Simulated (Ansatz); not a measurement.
Consider vertical spin-state energies of F₂H₃NSn, SMILES [NH2][SnH]([F])[F] (the Python package of Ansatz (0.2.0)).

Script `run_spin.py`:
```python
'''Gap between spin states of F2H3NSn at one geometry.'''

import ansatz as az

GEOMETRY = '''
N    -0.89400    0.94230    0.07840
Sn    0.34710   -0.61950    0.07860
F     0.89170   -0.96900    1.88780
F    -0.47900   -2.17170   -0.63540
H    -0.39720    1.80550    0.38700
H    -1.17980    1.18850   -0.93480
H     1.77260   -0.24410   -0.90730
'''

molecule = az.Crystal.molecule()
for line in GEOMETRY.strip().splitlines():
    symbol, *xyz = line.split()
    molecule = molecule.atom(symbol, [float(v) for v in xyz])

model = (
    molecule.calculation()
    .basis(gaussian='def2-SVPD')  # the orbital basis, by name
    .functional('CAM-B3LYP')
    .scf(lower_state_search='off')
)
found = {}
for unpaired in [0, 2]:
    report = model.spin('collinear', total=unpaired).run(threads=1, backend='cpu').report
    s = unpaired / 2
    found[unpaired] = report['free_energy_ev']
    print(f'2S+1 = {unpaired + 1}: E = {found[unpaired]:.5f} eV, <S^2> = {abs(report["mean_field"]["state"]["spin_squared"]):.3f} (pure state {s * (s + 1):.2f})')
lowest = min(found, key=found.get)
for unpaired, e in found.items():
    print(f'multiplicity {unpaired + 1}: {(e - found[lowest]):.3f} eV above the lowest')
```

Which spin state is lowest at this geometry, and how far above lie the others?

In order: multiplicity 1 (+0.00 eV) and multiplicity 3 (+4.96 eV), all at the one geometry.

The run itself:

```console
$ python run_spin.py
2S+1 = 1: E = -12798.06565 eV, <S^2> = 0.000 (pure state 0.00)
2S+1 = 3: E = -12793.10613 eV, <S^2> = 2.019 (pure state 2.00)
multiplicity 1: 0.000 eV above the lowest
multiplicity 3: 4.960 eV above the lowest
```

The settings weren't tested for convergence. The geometry is a force-field or estimated start, not a minimum of this method, and the basis set is short of its limit. All parts are taken at fixed geometry, without zero-point energy. def2 sets replace the cores of elements past krypton by effective core potentials. Spin-orbit coupling, which mixes and shifts the spin states of heavy atoms, is left out. The whole script took 15 s on 1 thread of Arm Neoverse V1, with other jobs on the host, peak memory 0.4 GiB.

(Lines on the test bed's own set-up are left out of the output.)
